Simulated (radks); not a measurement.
# Mg in [Ne] 3s2: an all-electron calculation

The task here is to estimate one member of a computed series from the others.

Program: radks (a radial shooting solver on a logarithmic mesh, Libxc functionals) version 1. Level of theory: non-relativistic Kohn-Sham, SCAN, spin-unpolarised, spherical densities, point nucleus. These are calculated values, not measurements, unless marked.

### Starting point

- element: magnesium (Z = 12)
- charge: 0
- electrons: 12
- configuration: [Ne] 3s2

The outer shells:

Mg
```
[Ne] core
3s [↑↓]
```

The first run:

Settings of this run:

```text
Z 12
configuration [Ne] 3s2 3p0 4s0 3d0 4f0
relativity non-relativistic
functional scan,scan
spin unpolarised
nucleus point
```

One table of the session follows, with a row left open; its other results are not shown here.

It belongs to the step «Radial structure». Sizes of the orbitals, from the radial functions (bohr):

```
level     <r>  outermost maximum (interpolated)  90 % within  nodes
   1s  0.1309                            0.0854        0.234      0
   2s  0.6956                             0.547         1.10      1
   2p  0.6872                             0.481         1.17      0
   3s   3.175                              2.57         4.89      2
   3p       ?                                 ?            ?      ?
```

Estimate the missing values for 3p.

The run gave: <r>: 4.176; outermost maximum (interpolated): 3.42; 90 % within: 6.46; nodes: 1. In the column «<r>» it is the highest.
